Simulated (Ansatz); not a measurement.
# C7H9N: taking an electron away

One table from this session's results is given with a row withheld; the runs are named, their logs left out.

Method: unrestricted cation, the program's frozen cores in correlated methods; program: Ansatz 0.2.0, Gaussian basis.

Levels to be run: UKS PBE-D4/def2-TZVPP; UKS r2SCAN-D4/def2-TZVPP; UKS PBE0-D4/def2-TZVPP; UKS B3LYP-D4/def2-TZVPP; UKS wB97X-V/def2-TZVPP; UKS wB97M-V/def2-TZVPP; UKS B2PLYP/def2-TZVPP; UHF-CCSD(T)/def2-TZVPP; UHF-MP2/def2-QZVPP; extrapolation to the limit; then −ε(HOMO) from the neutral's earlier runs with LDA (SPW92), PBE-D4, revPBE-D4, BLYP-D4, r2SCAN-D4, B97M-V, PBE0-D4, B3LYP-D4, r2SCANh-D4, r2SCAN0-D4, HSE06-D4, BHLYP-D4, CAM-B3LYP-D4, LC-ωPBE, ωB97X-V, ωB97M-V.

### Structure used throughout

All runs share one geometry, relaxed beforehand with PBE0-D4 in a triple-zeta def2 set.

SMILES `Cc1cccc(N)c1`, 17 atoms, charge 0, spin multiplicity 1.

Atoms are counted from 1 here; the program's logs count them from 0.

Bond lengths: C1–C2 1.499 Å, C1–H9 1.092 Å, C1–H10 1.092 Å, C1–H11 1.095 Å, C2–C3 1.392 Å, C2–C8 1.388 Å, C3–C4 1.386 Å, C3–H12 1.084 Å, C4–C5 1.383 Å, C4–H13 1.085 Å, C5–C6 1.395 Å, C5–H14 1.085 Å, C6–N7 1.386 Å, C6–C8 1.395 Å, N7–H15 1.007 Å, N7–H16 1.007 Å, C8–H17 1.087 Å. Angles: C2–C1–H9 111.3°, C2–C1–H10 111.5°, C2–C1–H11 110.8°, H9–C1–H10 108.2°, H9–C1–H11 107.3°, H10–C1–H11 107.5°, C1–C2–C3 120.7°, C1–C2–C8 120.3°, C3–C2–C8 119.0°, C2–C3–C4 119.9°, C2–C3–H12 119.9°, C4–C3–H12 120.3°, C3–C4–C5 121.0°, C3–C4–H13 119.8°, C5–C4–H13 119.3°, C4–C5–C6 119.9°, C4–C5–H14 120.3°, C6–C5–H14 119.7° and more.

The first run:

File in.yaml:

```yaml
crystal:
  periodic: [false, false, false]
  atoms:
    - {symbol: C, position_ang: [1.558809, -1.614121, 1.132656]}
    - {symbol: C, position_ang: [0.774492, -0.648193, 0.297027]}
    - {symbol: C, position_ang: [1.340637, -0.062582, -0.831861]}
    - {symbol: C, position_ang: [0.611283, 0.853786, -1.573103]}
    - {symbol: C, position_ang: [-0.678794, 1.197153, -1.210617]}
    - {symbol: C, position_ang: [-1.263197, 0.616888, -0.084468]}
    - {symbol: N, position_ang: [-2.575962, 0.901765, 0.258705]}
    - {symbol: C, position_ang: [-0.521469, -0.304267, 0.655478]}
    - {symbol: H, position_ang: [2.266716, -2.179880, 0.524136]}
    - {symbol: H, position_ang: [0.905243, -2.322967, 1.644561]}
    - {symbol: H, position_ang: [2.135757, -1.086901, 1.899038]}
    - {symbol: H, position_ang: [2.349905, -0.325646, -1.128269]}
    - {symbol: H, position_ang: [1.053658, 1.308804, -2.452578]}
    - {symbol: H, position_ang: [-1.243408, 1.909501, -1.803336]}
    - {symbol: H, position_ang: [-2.813086, 0.741193, 1.223743]}
    - {symbol: H, position_ang: [-2.927068, 1.782284, -0.079904]}
    - {symbol: H, position_ang: [-0.973516, -0.766806, 1.528783]}
basis:
  gaussian: {orbitals: def2-TZVPP}
total_charge: 1
magnetization: {spin_polarized: true, initial_magnetization: 1}
hamiltonian: {xc: pbe, dispersion: d4}
```

Run with:

```console
ansatz run in.yaml --threads 2 --pin off --events-out ev --progress --plain --max-ram 32768MiB --backend cuda --devices 0, --max-vram 18GiB
```

Among the steps run: Cation, UKS PBE-D4/def2-TZVPP; Cation, UKS r2SCAN-D4/def2-TZVPP; Cation, UKS PBE0-D4/def2-TZVPP; Cation, UKS B3LYP-D4/def2-TZVPP; Cation, UKS wB97X-V/def2-TZVPP; Cation, UKS wB97M-V/def2-TZVPP; Cation, UKS B2PLYP (frozen core)/def2-TZVPP; Cation, UHF-CCSD(T)/def2-TZVPP; Cation, UHF-MP2/def2-QZVPP.

One table of the session follows, with a row left open; its other results are not shown here.

For comparison, −ε(HOMO) of the neutral from earlier runs:

```
  functional  −ε(HOMO) (eV)
 LDA (SPW92)           5.01
      PBE-D4              ?
   revPBE-D4           4.75
     BLYP-D4           4.66
   r2SCAN-D4           4.99
      B97M-V           5.01
     PBE0-D4           5.84
    B3LYP-D4           5.64
  r2SCANh-D4           5.38
  r2SCAN0-D4           5.96
    HSE06-D4           5.45
    BHLYP-D4           6.69
CAM-B3LYP-D4           7.04
     LC-ωPBE           8.29
     ωB97X-V           7.96
     ωB97M-V           7.90
```

Estimate the missing values for PBE-D4.

The run gave: −ε(HOMO) (eV): 4.82. In the column «−ε(HOMO) (eV)» it lies between revPBE-D4 (4.75) and r2SCAN-D4 (4.99).
